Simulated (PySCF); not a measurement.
**C₂H₇GeNO: electronic excitations and core binding energies**

Aim: predict the electronic excitations and core binding energies of C₂H₇GeNO (`C[C](=O)[GeH2][NH2]`).

The runs use PySCF 2.14.0, with density-fitted response routines of our own; the level of theory stands in each step. All values are computed, except where a source is named. Atoms count from 0, in the outputs and in this text.

## 1. The molecule as given

12 atoms, charge 0, multiplicity 1; geometry from: GFN2-xTB.

Bonds of the start (Å): C0–C1 1.50, C1–O2 1.20, C1–Ge3 2.01, Ge3–N4 1.82, C0–H5 1.09, C0–H6 1.09, C0–H7 1.09, Ge3–H8 1.51, Ge3–H9 1.52, N4–H10 1.01, N4–H11 1.01.

## 2. Ultraviolet spectrum: wB97X-D/def2-SVPD

What the job is given:

```
{"job": {"kind": "uv", "xc": "wB97X-D", "basis": "def2-SVPD", "nstates": 8, "ntriplets": 3}, "charge": 0, "multiplicity": 1}
C     -1.651865     0.307634     0.789053
C     -0.987029    -0.652802    -0.144640
O     -1.579010    -1.339170    -0.936888
Ge     1.020706    -0.720820    -0.039700
N      1.581568     0.986526    -0.350098
H     -1.413394     0.012974     1.810596
H     -1.222364     1.295385     0.625694
H     -2.730198     0.331682     0.646845
H      1.565354    -1.016935     1.336459
H      1.551640    -1.761396    -1.006690
H      1.296243     1.394659    -1.230469
H      2.569547     1.161577    -0.232031
```

Level: TDDFT wB97X-D/def2-SVPD, vertical, gas phase, core orbitals frozen in the response.

Launch:

```sh
> OMP_NUM_THREADS=1 python probes_run.py task.json out
```

This one command runs all jobs of the session in turn.

**Question.** This job is followed by: delta-SCF UKS SCAN, pcX-2 on the ionised atom, pcseg-1 elsewhere, spin-free X2C. Predict these results of the whole session: lowest singlet (wB97X-D/def2-SVPD); brightest single state of those computed; lowest triplet; C1s binding energies, SCAN/pcX-2 (standing for 1 of 2 atoms); O1s binding energies, SCAN/pcX-2; N1s binding energies, SCAN/pcX-2.

The runs gave:

```
                                                    quantity                        value
                          lowest singlet (wB97X-D/def2-SVPD)  3.62 eV (343 nm), f = 0.001
                    brightest single state of those computed  state 6, 7.47 eV, f = 0.224
                                              lowest triplet                      3.03 eV
C1s binding energies, SCAN/pcX-2 (standing for 1 of 2 atoms)                 C0 290.94 eV
                            O1s binding energies, SCAN/pcX-2                 O2 537.86 eV
                            N1s binding energies, SCAN/pcX-2                 N4 404.56 eV
```

In words: The lowest singlet, at 3.62 eV, is HOMO→LUMO 0.91 and is weak; of the 8 states computed, the strongest absorption comes from state 6 at 7.47 eV. The lowest triplet lies 0.59 eV below the lowest singlet (triplets in Tamm-Dancoff, singlets in full TDDFT).
